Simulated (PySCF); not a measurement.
# ClF2Si: the cost of one run

Programs: PySCF 2.14.0. All values are calculated, for the isolated system unless a continuum is named. Atoms count from 0, parts from 1.

### Step 1. The system as given

4 atoms, charge -1, multiplicity 1; geometry: GFN2-xTB. Parts: 1 = atoms 0–2, `F[Si]F`, charge 0; 2 = atom 3, `[Cl-]`, charge -1. In the given geometry Si1 and Cl3 of different parts are bonded (2.34 Å), so values for the parts refer to these atom groups.

### Step 2. Optimising the geometry at PBE0-D3(BJ)/def2-TZVPD

What the job is given:

```
{"job": {"xc": "PBE0", "basis": "def2-TZVPD", "d3": "d3bj", "grid": 3, "kind": "geom", "shake": 0.01}, "charge": -1, "multiplicity": 1, "parts": [{"atoms": "0-2", "charge": 0, "multiplicity": 1}, {"atoms": "3-3", "charge": -1, "multiplicity": 1}]}
F      0.249413     0.506642     1.008722
Si    -0.556886    -0.703958     0.204569
F      0.415713    -0.531416    -1.127914
Cl     0.657754    -2.438905     1.188808
```

Launch:

```console
> OMP_NUM_THREADS=1 python cluster_run.py task.json out
```

The driver reads the jobs from task.json and runs them one after another.

**Question.** How long does this first job take on 1 thread of Arm Neoverse V2, shared host, and how much memory does it need?

About 45 s, with a peak of 0.64 GiB.
